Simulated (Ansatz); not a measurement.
# Y3AlN4: the cost of one run

Method: DFT PBE, scalar-relativistic, plane waves, PAW, in Ansatz 0.2.0.

1 further run of the same task is left out (it didn't finish).

## (1) Starting point

Symmetry: P4/mmm, No. 123, tetragonal system. The conventional cell has a = 3.564 Å, b = 3.564 Å, c = 10.080 Å, α = 90.00°, β = 90.00°, γ = 90.00°. Around Y (site symmetry 4mm) lie 6 N at 2.52 Å. Y (site symmetry 4/mmm) is surrounded by 6 N at 2.52 Å. Al (site symmetry 4/mmm) is surrounded by 6 N at 2.52 Å. N (site symmetry 4mm) is surrounded by 5 Y at 2.52 Å and 1 Al at 2.52 Å. N (site symmetry 4/mmm) is surrounded by 6 Y at 2.52 Å. N (site symmetry 4/mmm) is surrounded by 2 Y at 2.52 Å and 4 Al at 2.52 Å.

Structure file:

```xyz
8
Lattice="3.5637 0.0000 0.0000 0.0000 3.5637 0.0000 0.0000 0.0000 10.0796" Properties=species:S:1:pos:R:3 pbc="T T T"
Y     1.7818    1.7818    2.5199
Y     0.0000    0.0000    5.0398
Y     1.7818    1.7818    7.5597
Al    0.0000    0.0000    0.0000
N     0.0000    0.0000    2.5199
N     1.7818    1.7818    5.0398
N     0.0000    0.0000    7.5597
N     1.7818    1.7818    0.0000
```

The start is an ordering of an alloy on its end members' structure types: elements ordered on the sites of the YN type, Al/Y on Y (P4/mmm, No. 123).

## (2) Probe: one point on a coarse mesh

The input, input.yaml:

```yaml
crystal:
  lattice:
    - [3.56368935, 0.0, 0.0]
    - [0.0, 3.56368935, 0.0]
    - [0.0, 0.0, 10.07963561]
  atoms:
    - { symbol: "Y", position: [0.5, 0.5, 0.25] }
    - { symbol: "Y", position: [0.0, 0.0, 0.5] }
    - { symbol: "Y", position: [0.5, 0.5, 0.75] }
    - { symbol: Al, position: [0.0, 0.0, 0.0] }
    - { symbol: "N", position: [0.0, 0.0, 0.25] }
    - { symbol: "N", position: [0.5, 0.5, 0.5] }
    - { symbol: "N", position: [0.0, 0.0, 0.75] }
    - { symbol: "N", position: [0.5, 0.5, 0.0] }
basis:
  ecutwfc: 420
kpoints:
  mp_grid: { grid: [6, 6, 2] }
hamiltonian:
  xc: pbe
scf:
  occupations: { method: gaussian, width: 0.1 }
  lower_state_search: "off"
output:
  forces: true
  stress: true
  eigenvalues: true
```

Run with:

```
$ ansatz run input.yaml --threads 1 --pin off --max-ram 2560MiB --backend cpu --events-out ev --progress --plain --runs-dir out
```

Q: Estimate wall time and peak memory on 1 thread of Intel Xeon Platinum 8488C (Sapphire Rapids), shared host.

About 3.2 s, with a peak of 0.42 GiB.
